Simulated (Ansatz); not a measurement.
**C3H9NSi: one species, many methods**

The task here is to estimate one member of a computed series from the others.

Method: functionals in def2-TZVPP, the program's frozen cores in correlated methods; program: Ansatz 0.2.0, Gaussian basis.

The runs, in order: LDA (SPW92), PBE-D4, revPBE-D4, BLYP-D4, r2SCAN-D4, B97M-V, PBE0-D4, B3LYP-D4, r2SCANh-D4, r2SCAN0-D4, HSE06-D4, BHLYP-D4, CAM-B3LYP-D4, LC-ωPBE, ωB97X-V, ωB97M-V, B2PLYP, PBE-QIDH; CCSD(T)/def2-SVP; CCSD(T)/def2-TZVPP; MP2/def2-QZVPP; extrapolation to the limit; RPA on PBE.

### The geometry

An earlier PBE0-D4 in a triple-zeta def2 set relaxation fixed the geometry.

SMILES `C=C[SiH2]CN`, 14 atoms, charge 0, spin multiplicity 1.

Atoms are counted from 1 here; the program's logs count them from 0.

Bond lengths: C1–C2 1.331 Å, C1–H6 1.087 Å, C1–H7 1.087 Å, C2–Si3 1.863 Å, C2–H8 1.090 Å, Si3–C4 1.891 Å, Si3–H9 1.493 Å, Si3–H10 1.492 Å, C4–N5 1.467 Å, C4–H11 1.095 Å, C4–H12 1.095 Å, N5–H13 1.013 Å, N5–H14 1.013 Å. Angles: C2–C1–H6 121.6°, C2–C1–H7 122.3°, H6–C1–H7 116.0°, C1–C2–Si3 123.2°, C1–C2–H8 117.6°, Si3–C2–H8 119.2°, C2–Si3–C4 110.8°, C2–Si3–H9 109.4°, C2–Si3–H10 108.0°, C4–Si3–H9 107.4°, C4–Si3–H10 112.1°, H9–Si3–H10 109.1°, Si3–C4–N5 114.7°, Si3–C4–H11 109.6°, Si3–C4–H12 109.7°, N5–C4–H11 108.6°, N5–C4–H12 108.5°, H11–C4–H12 105.3° and more.

The first run:

in.yaml reads:

```yaml
crystal:
  periodic: [false, false, false]
  atoms:
    - {symbol: C, position_ang: [-1.543250, 0.868032, 1.816134]}
    - {symbol: C, position_ang: [-0.886247, 0.908313, 0.659472]}
    - {symbol: Si, position_ang: [0.830570, 0.221272, 0.437012]}
    - {symbol: C, position_ang: [0.832144, -1.189028, -0.823427]}
    - {symbol: N, position_ang: [0.365825, -0.815414, -2.162793]}
    - {symbol: H, position_ang: [-1.098569, 0.438093, 2.709688]}
    - {symbol: H, position_ang: [-2.548855, 1.264890, 1.927557]}
    - {symbol: H, position_ang: [-1.391642, 1.364097, -0.191886]}
    - {symbol: H, position_ang: [1.728414, 1.291416, -0.090766]}
    - {symbol: H, position_ang: [1.328585, -0.219115, 1.772555]}
    - {symbol: H, position_ang: [1.841814, -1.604586, -0.908667]}
    - {symbol: H, position_ang: [0.210831, -2.012057, -0.456355]}
    - {symbol: H, position_ang: [-0.595743, -0.499425, -2.129996]}
    - {symbol: H, position_ang: [0.913223, -0.045789, -2.529728]}
basis:
  gaussian: {orbitals: def2-TZVPP}
hamiltonian: {xc: lda}
output: {orbitals: {seedname: orbitals}}
```

Among the steps run: LDA; PBE-D4 (GGA); revPBE-D4 (GGA); BLYP-D4 (GGA); r2SCAN-D4 (meta-GGA); B97M-V (meta-GGA); PBE0-D4 (hybrid); B3LYP-D4 (hybrid); r2SCANh-D4 (hybrid); r2SCAN0-D4 (hybrid); HSE06-D4 (hybrid); BHLYP-D4 (hybrid); CAM-B3LYP-D4 (range-separated); LC-ωPBE (range-separated); ωB97X-V (range-separated); ωB97M-V (range-separated); B2PLYP (double hybrid); PBE-QIDH (double hybrid).

One of the session's tables, all rows but one given; the rest of the session is left out.

It belongs to the step «Orbital energies across the functionals». 

| functional | HOMO (eV) | gap (eV) |
| --- | --- | --- |
| LDA (SPW92) | -5.27 | 3.52 |
| PBE-D4 | -5.15 | 3.64 |
| revPBE-D4 | -5.10 | 3.68 |
| BLYP-D4 | -5.04 | 3.67 |
| r2SCAN-D4 | -5.40 | 4.10 |
| B97M-V | -5.57 | 4.27 |
| PBE0-D4 | -6.49 | 5.97 |
| B3LYP-D4 | -6.28 | 5.53 |
| r2SCANh-D4 | ? | ? |
| r2SCAN0-D4 | -6.67 | 6.26 |
| HSE06-D4 | -6.09 | 5.19 |
| BHLYP-D4 | -7.78 | 8.32 |
| CAM-B3LYP-D4 | -7.89 | 8.49 |
| LC-ωPBE | -9.23 | 10.99 |
| ωB97X-V | -8.89 | 10.55 |
| ωB97M-V | -8.80 | 10.29 |

Estimate the missing values for r2SCANh-D4.

Worked estimate for «HOMO (eV)». Against the share of exact exchange, r2SCAN-D4 (0, -5.40), r2SCAN0-D4 (0.25, -6.67) give a slope of -5.08 per unit share; at 0.1 the line stands at -5.91.

**Answer.** HOMO (eV): -5.90; gap (eV): 4.96. In «HOMO (eV)» the line misses by -0.01.
